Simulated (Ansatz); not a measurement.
# RuSe3: the cost of one run

Computed with Ansatz 0.2.0 (DFT r2SCAN, scalar-relativistic, plane waves, PAW, unless a step's input says otherwise).

1 further run of the same task is left out (it didn't finish).

### 1 The structure to begin with

The structure is cubic, space group Pm-3m (No. 221). The conventional cell has a = 4.469 Å, b = 4.469 Å, c = 4.469 Å, α = 90.00°, β = 90.00°, γ = 90.00°. Ru (site symmetry m-3m) is surrounded by 12 Se at 3.16 Å. Se (site symmetry 4/mmm) is surrounded by 4 Ru at 3.16 Å and 8 Se at 3.16 Å.

Structure file:

```xyz
4
Lattice="4.4693 0.0000 0.0000 0.0000 4.4693 0.0000 0.0000 0.0000 4.4693" Properties=species:S:1:pos:R:3 pbc="T T T"
Ru    0.0000    0.0000    0.0000
Se    0.0000    2.2347    2.2347
Se    2.2347    0.0000    2.2347
Se    2.2347    2.2347    0.0000
```

(A quick probe on a coarse mesh, which set the mesh and smearing, is not shown.)

### 3 Rough relaxation on the coarse mesh

input.yaml reads:

```yaml
crystal:
  lattice:
    - [4.4693160104, 0.0, 0.0]
    - [0.0, 4.4693160104, 0.0]
    - [0.0, 0.0, 4.4693160104]
  atoms:
    - { symbol: Ru, position: [0.0, 0.0, 0.0], spin: 2.76 }
    - { symbol: Se, position: [0.0, 0.5, 0.5] }
    - { symbol: Se, position: [0.5, 0.0, 0.5] }
    - { symbol: Se, position: [0.5, 0.5, 0.0] }
basis:
  ecutwfc: 500
kpoints:
  mp_grid: { grid: [4, 4, 4] }
hamiltonian:
  xc: r2scan
scf:
  occupations: { method: gaussian, width: 0.1 }
  lower_state_search: "off"
output:
  forces: true
  stress: true
  eigenvalues: true
  populations: true
magnetization:
  spin_polarized: true
relax:
  adjacent_minimum: "off"
  f_tol: 0.04
  max_steps: 70
  cell: { stress_tol: 0.4 }
```

Command:

```console
$ ansatz run input.yaml --threads 1 --pin off --max-ram 2560MiB --backend cpu --events-out ev --progress --plain --runs-dir out
```

Q: Estimate wall time and peak memory on 1 thread of Arm Neoverse V1, shared host.

About 1.7 min, with a peak of 0.6 GiB.
